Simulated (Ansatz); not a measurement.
# ZrF+ (quintet): from Hartree-Fock to the top rungs, def2-QZVPP

One table from this session's results is given with a row withheld; the runs are named, their logs left out.

Computed with Ansatz 0.2.0, Gaussian basis. Level: def2-QZVPP, core rule «outside noble gas», up to 5 orbitals frozen.

To be run: UHF; ROHF; CCSD(T) on UHF.

## The geometry

The geometry is a PBE0/def2-TZVP stationary point (not a proven minimum) of the parent state, kept for this charge and spin. No spin-orbit coupling is included. Elements past krypton take def2 core potentials.

2 atoms, charge 1, spin multiplicity 5.

Atoms are counted from 1 here; the program's logs count them from 0.

Bond lengths: Zr1–F2 1.889 Å.

The first run:

The input, in.yaml:

```yaml
crystal:
  periodic: [false, false, false]
  atoms:
    - {symbol: Zr, position_ang: [0.000000, 0.000000, 0.000000]}
    - {symbol: F, position_ang: [0.000000, 0.000000, 1.888800]}
basis:
  gaussian: {orbitals: "def2-QZVPP.json"}
total_charge: 1
magnetization: {spin_polarized: true, initial_magnetization: 4}
hamiltonian: {xc: hf}
output: {orbitals: {seedname: orbitals}}
```

Started as:

```bash
ansatz run in.yaml --threads 1 --pin off --events-out ev --progress --plain --max-ram 3968MiB --backend cpu
```

Steps of the session up to this table: UHF; ROHF; CCSD(T) on UHF.

One of the session's tables, all rows but one given; the rest of the session is left out.

| method | from UCCSD(T) (meV) |
| --- | --- |
| ROHF | +7418.8 |
| UHF | +7142.6 |
| UMP2 | ? |
| UCCSD | +156.0 |
| UCCSD(T) | 0 |

Estimate the missing values for UMP2.

As computed: from UCCSD(T) (meV): +577.5. In the column «from UCCSD(T) (meV)» it lies between UCCSD (+156.0) and UHF (+7142.6).
